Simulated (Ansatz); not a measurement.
# AgRh: how the settings move a single-point run

Question: which choices in the input matter for AgRh?

Program: Ansatz 0.2.0. Level of theory: reference: DFT, LDA, PAW with Ansatz's default frozen-core files, scalar-relativistic. These are calculated values, not measurements.

## Step 1: The structure to begin with

It takes space group P-6m2 (No. 187, hexagonal). The conventional cell has a = 2.778 Å, b = 2.778 Å, c = 4.809 Å, α = 90.00°, β = 90.00°, γ = 120.00°. Ag (site symmetry -6m2) is surrounded by 6 Ag at 2.78 Å and 6 Rh at 2.89 Å. Rh (site symmetry -6m2) has 6 Rh at 2.78 Å and 6 Ag at 2.89 Å as nearest neighbours.

Coordinates:

```xyz
2
Lattice="2.7776 0.0000 0.0000 -1.3888 2.4055 0.0000 0.0000 0.0000 4.8086" Properties=species:S:1:pos:R:3 pbc="T T T"
Ag    0.0000    0.0000    2.4043
Rh    1.3888    0.8018    0.0000
```

## Step 2: Baseline

Contents of input.yaml:

```yaml
crystal:
  lattice:
    - [2.7775881998, 0.0, 0.0]
    - [-1.3887940999, 2.4054619423, 0.0]
    - [0.0, 0.0, 4.808602]
  atoms:
    - { symbol: Ag, position: [0.0, 0.0, 0.5] }
    - { symbol: Rh, position: [0.6666666667, 0.3333333333, 0.0], spin: 0.3, spin_axis: [1.0, 0.0, 0.0] }
magnetization:
  noncollinear: true
  spin_spiral: { q: [0.0, 0.0, 0.25] }
kpoints:
  mp_grid: { grid: [12, 12, 6] }
scf:
  occupations: { method: fermi_dirac, width: 0.05 }
  lower_state_search: "off"
hamiltonian:
  xc: lda
  pseudopotentials: { kind: paw }
output:
  eigenvalues: false
```

Started as:

```sh
> ansatz run input.yaml --threads 2 --pin off --max-ram 4096MiB --backend cpu --events-out ev --progress --plain --runs-dir out
```

## Step 3: Changing settings: starting moments, lock_directions true

input.yaml: that of step 2 with these lines changed.

```diff
@@ -7,3 +7,3 @@
     - { symbol: Ag, position: [0.0, 0.0, 0.5] }
-    - { symbol: Rh, position: [0.6666666667, 0.3333333333, 0.0], spin: 0.3, spin_axis: [1.0, 0.0, 0.0] }
+    - { symbol: Rh, position: [0.6666666667, 0.3333333333, 0.0], spin: 0.3, spin_axis: [0.25881905, 0.0, 0.96592583] }
 magnetization:
@@ -11,2 +11,3 @@
   spin_spiral: { q: [0.0, 0.0, 0.25] }
+  spin_locking: { lock_directions: true }
 kpoints:
```

**Question.** What will these runs give? Wanted: for each run, ending; energy change; abs. moment.

As calculated:

```
                                      run     ending  energy change  abs. moment (μB)  cycles     time
                                reference  converged              0              0.00      24     45 s
1: starting moments, lock_directions true  converged  -0.3 meV/atom              0.32      18  4.9 min
```

Residual by cycle in the longest SCF loop of each run; runs are numbered as in the table. The quantity is the density residual dr2, in eV.

```
cycle  reference    run 1
    1       3.78     3.78
    3      0.129    0.146
    5    0.00485  0.00229
    7    0.00113   1.9e-4
    9     1.9e-5   8.7e-6
   11     1.5e-5   4.0e-6
   14     1.0e-6   9.8e-8
   16     1.5e-6   6.0e-9
   18     7.6e-6  1.2e-10
   20     2.7e-8        -
   22     5.2e-9        -
   24    2.2e-11        -
```

Changing the spin start moves the energy by -0.3 meV/atom, and the absolute moment goes from 0.00 to 0.32 μB. The runs ended in different states; this one is the lower. Cost: 18 SCF cycles against 24, 4.9 min against 45 s.
